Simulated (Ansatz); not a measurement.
**C2H8AlN: up Jacob's ladder to CCSD(T)**

The task here is to estimate one member of a computed series from the others.

Method: functionals in def2-TZVPP, the program's frozen cores in correlated methods; program: Ansatz 0.2.0, Gaussian basis.

Plan: LDA (SPW92), PBE-D4, revPBE-D4, BLYP-D4, r2SCAN-D4, B97M-V, PBE0-D4, B3LYP-D4, r2SCANh-D4, r2SCAN0-D4, HSE06-D4, BHLYP-D4, CAM-B3LYP-D4, LC-ωPBE, ωB97X-V, ωB97M-V, B2PLYP, PBE-QIDH; CCSD(T)/def2-SVP; CCSD(T)/def2-TZVPP; MP2/def2-QZVPP; extrapolation to the limit; RPA on PBE.

### The relaxed structure

The geometry comes from an earlier relaxation with PBE0-D4 in a triple-zeta def2 set; it is a stationary point, not always the lowest conformer.

12 atoms, charge 0, spin multiplicity 1.

Atoms are counted from 1 here; the program's logs count them from 0.

Bond lengths: C1–C2 1.504 Å, C1–H5 1.092 Å, C1–H6 1.099 Å, C1–H7 1.095 Å, C2–N3 1.528 Å, C2–Al4 1.958 Å, C2–H8 1.090 Å, N3–Al4 1.999 Å, N3–H9 1.011 Å, N3–H10 1.012 Å, Al4–H11 1.591 Å, Al4–H12 1.589 Å. Angles: C2–C1–H5 109.7°, C2–C1–H6 113.0°, C2–C1–H7 111.7°, H5–C1–H6 107.6°, H5–C1–H7 106.6°, H6–C1–H7 107.9°, C1–C2–N3 112.2°, C1–C2–Al4 126.5°, C1–C2–H8 112.0°, N3–C2–Al4 68.7°, N3–C2–H8 108.0°, Al4–C2–H8 118.2°, C2–N3–Al4 65.9°, C2–N3–H9 114.5°, C2–N3–H10 112.7°, Al4–N3–H9 125.1°, Al4–N3–H10 121.1°, H9–N3–H10 109.2° and more.

The first run:

in.yaml reads:

```yaml
crystal:
  periodic: [false, false, false]
  atoms:
    - {symbol: C, position_ang: [-1.137196, 1.016965, 0.227211]}
    - {symbol: C, position_ang: [0.127314, 0.452051, -0.360497]}
    - {symbol: N, position_ang: [0.958652, -0.304564, 0.674976]}
    - {symbol: Al, position_ang: [0.430627, -1.402538, -0.909856]}
    - {symbol: H, position_ang: [-1.726885, 1.495804, -0.557626]}
    - {symbol: H, position_ang: [-0.949907, 1.768310, 1.006888]}
    - {symbol: H, position_ang: [-1.767564, 0.232843, 0.658931]}
    - {symbol: H, position_ang: [0.757516, 1.227024, -0.795900]}
    - {symbol: H, position_ang: [1.879934, 0.079452, 0.834576]}
    - {symbol: H, position_ang: [0.481105, -0.403698, 1.561837]}
    - {symbol: H, position_ang: [-0.660978, -2.476985, -0.480568]}
    - {symbol: H, position_ang: [1.684579, -1.740061, -1.826074]}
basis:
  gaussian: {orbitals: def2-TZVPP}
hamiltonian: {xc: lda}
output: {orbitals: {seedname: orbitals}}
```

Steps of the session up to this table: LDA; PBE-D4 (GGA); revPBE-D4 (GGA); BLYP-D4 (GGA); r2SCAN-D4 (meta-GGA); B97M-V (meta-GGA); PBE0-D4 (hybrid); B3LYP-D4 (hybrid); r2SCANh-D4 (hybrid); r2SCAN0-D4 (hybrid); HSE06-D4 (hybrid); BHLYP-D4 (hybrid); CAM-B3LYP-D4 (range-separated); LC-ωPBE (range-separated); ωB97X-V (range-separated); ωB97M-V (range-separated); B2PLYP (double hybrid); PBE-QIDH (double hybrid).

One table of the session follows, with a row left open; its other results are not shown here.

It belongs to the step «Orbital energies across the functionals». 

| functional | HOMO (eV) | gap (eV) |
| --- | --- | --- |
| LDA (SPW92) | -5.42 | 4.58 |
| PBE-D4 | -5.32 | 4.64 |
| revPBE-D4 | -5.27 | 4.67 |
| BLYP-D4 | -5.21 | 4.58 |
| r2SCAN-D4 | -5.52 | 5.31 |
| B97M-V | ? | ? |
| PBE0-D4 | -6.51 | 6.60 |
| B3LYP-D4 | -6.33 | 6.16 |
| r2SCANh-D4 | -5.97 | 6.00 |
| r2SCAN0-D4 | -6.66 | 7.03 |
| HSE06-D4 | -6.11 | 5.84 |
| BHLYP-D4 | -7.66 | 8.42 |
| CAM-B3LYP-D4 | -7.88 | 8.80 |
| LC-ωPBE | -9.21 | 11.28 |
| ωB97X-V | -8.88 | 10.78 |
| ωB97M-V | -8.75 | 10.28 |

Estimate the missing values for B97M-V.

As computed: HOMO (eV): -5.65; gap (eV): 5.10. In the column «HOMO (eV)» it lies between r2SCANh-D4 (-5.97) and r2SCAN-D4 (-5.52).
